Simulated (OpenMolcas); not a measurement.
# SnS (SMILES [S][Sn]) at SCAN/def2-TZVP (core potential)

What is the energy change on altering one bond length of SnS at SCAN/def2-TZVP (core potential)? 

The calculation is run with OpenMolcas 26.06.

### 1 Starting point

The species is SnS (2 atoms), meant as a singlet with charge 0. As SMILES, `[S][Sn]`. The bond length is the measured one.

Bond lengths: S1–Sn2 2.209 Å.

### 2 Energy and gradient at SCAN/def2-TZVP (core potential)

Input file geom.xyz:

```xyz
2

S      0.000000     0.000000     0.000000
Sn     0.000000     0.000000     2.209026
```

Input file job.input:

```
&gateway
baslib = $CurrDir
coord = geom.xyz
basis = def2-TZVP
group = NoSym
&seward
gridinput
Grid=UltraFine
End of Grid
&scf
ksdft = 2
1.0 MGGA_X_SCAN
1.0 MGGA_C_SCAN
prorbitals = 0
&alaska
```

The basis set def2-TZVP is read from a file made from the Basis Set Exchange's data (not shown).

The run is started by

```console
$ export MOLCAS_MEM=1860
$ pymolcas job.input > job.log
```

Standard output:

```text
--- Start Module: gateway ---
[...]
--- Stop Module: gateway /rc=_RC_ALL_IS_WELL_ ---
[...]
      Basis functions           87
[...]
--- Start Module: scf ---
[...]
       Convergence after  15 Iterations
[...]
::    Total KS-DFT energy                            -612.6456553247
[...]
      Total spin, S                                     0.0000000000
[...]
      Total electronic charge=   38.000000
      Total            charge=   -0.000000
[...]
      Dipole Moment (debye):
      Origin of the operator (angstrom)=    0.0000    0.0000    1.7440
                   X= -2.3666E-15               Y=  9.1197E-15               Z=  3.1978E+00           Total=  3.1978E+00
      Quadrupole Moment (debye*angstrom):
[...]
--- Stop Module: scf /rc=_RC_ALL_IS_WELL_ ---
[...]
--- Start Module: alaska ---
[...]
 *              Molecular gradients               *
 **************************************************
  Irreducible representation: a
 ------------------------------------------------------------------------------------------
                              X                       Y                       Z
 ------------------------------------------------------------------------------------------
  S1               -1.13514487383053E-15    3.24282792847216E-14    4.04566889589120E-04
  SN2               1.13538881890575E-15   -3.24300140081975E-14   -4.04566889589120E-04
 ------------------------------------------------------------------------------------------
--- Stop Module: alaska /rc=_RC_ALL_IS_WELL_ ---
[...]
```

Wall time 18 s (1 thread of Arm Neoverse V1, shared host); peak memory 0.48 GiB.

### 3 The distorted shape, same level

Input file geom.xyz:

```xyz
2

S      0.000000     0.000000    -0.220874
Sn     0.000000     0.000000     2.209026
```

Input file job.input:

```
&GATEWAY
  BasLib=$CurrDir
  Coord=geom.xyz
  Basis=def2-TZVP
  Group=NoSym

&SEWARD
  GridInput
  Grid=UltraFine
  End of Grid

&SCF
  KSDFT=2
  1.0 MGGA_X_SCAN
  1.0 MGGA_C_SCAN
  PrOrbitals=0

&ALASKA
```

The basis set def2-TZVP is read from a file made from the Basis Set Exchange's data (not shown).

The run is started by

```console
$ export MOLCAS_MEM=1860
$ pymolcas job.input > job.log
```

Standard output:

```text
--- Start Module: gateway ---
[...]
--- Stop Module: gateway /rc=_RC_ALL_IS_WELL_ ---
[...]
      Basis functions           87
[...]
--- Start Module: scf ---
[...]
       Convergence after  18 Iterations
[...]
::    Total KS-DFT energy                            -612.6306979255
[...]
      Total spin, S                                     0.0000000000
[...]
      Total electronic charge=   38.000000
      Total            charge=   -0.000000
[...]
      Dipole Moment (debye):
      Origin of the operator (angstrom)=    0.0000    0.0000    1.6975
                   X= -3.6125E-15               Y= -3.7162E-16               Z=  4.1347E+00           Total=  4.1347E+00
      Quadrupole Moment (debye*angstrom):
[...]
--- Stop Module: scf /rc=_RC_ALL_IS_WELL_ ---
[...]
--- Start Module: alaska ---
[...]
 *              Molecular gradients               *
 **************************************************
  Irreducible representation: a
 ------------------------------------------------------------------------------------------
                              X                       Y                       Z
 ------------------------------------------------------------------------------------------
  S1                9.11112157624616E-16   -3.69766225918491E-16   -6.20244905389313E-02
  SN2              -9.13172155000155E-16    3.69224124832243E-16    6.20244905389313E-02
 ------------------------------------------------------------------------------------------
--- Stop Module: alaska /rc=_RC_ALL_IS_WELL_ ---
[...]
```

It took 20 s on 1 thread of Arm Neoverse V1, shared host; peak memory 0.48 GiB.

### 4 Outcome

Level: SCAN/def2-TZVP (core potential).

| quantity | value |
| --- | --- |
| first shape: total energy | -612.64566 Eh |
| first shape: dipole moment | 3.20 D |
| first shape: HOMO energy | -6.62 eV |
| first shape: LUMO energy | -3.14 eV |
| first shape: HOMO–LUMO gap | 3.48 eV |
| first shape: largest force on an atom | 0.021 eV/Å |
| distorted shape: total energy | -612.63070 Eh |
| distorted shape: dipole moment | 4.13 D |
| distorted shape: HOMO energy | -6.17 eV |
| distorted shape: LUMO energy | -3.55 eV |
| distorted shape: HOMO–LUMO gap | 2.62 eV |
| distorted shape: largest force on an atom | 3.189 eV/Å |
| energy change with the S1–Sn2 bond stretched from 2.209 to 2.430 Å | 0.407 eV |

**Reading.** With the S1–Sn2 bond stretched from 2.209 to 2.430 Å the energy rises by 0.41 eV (39.3 kJ/mol).
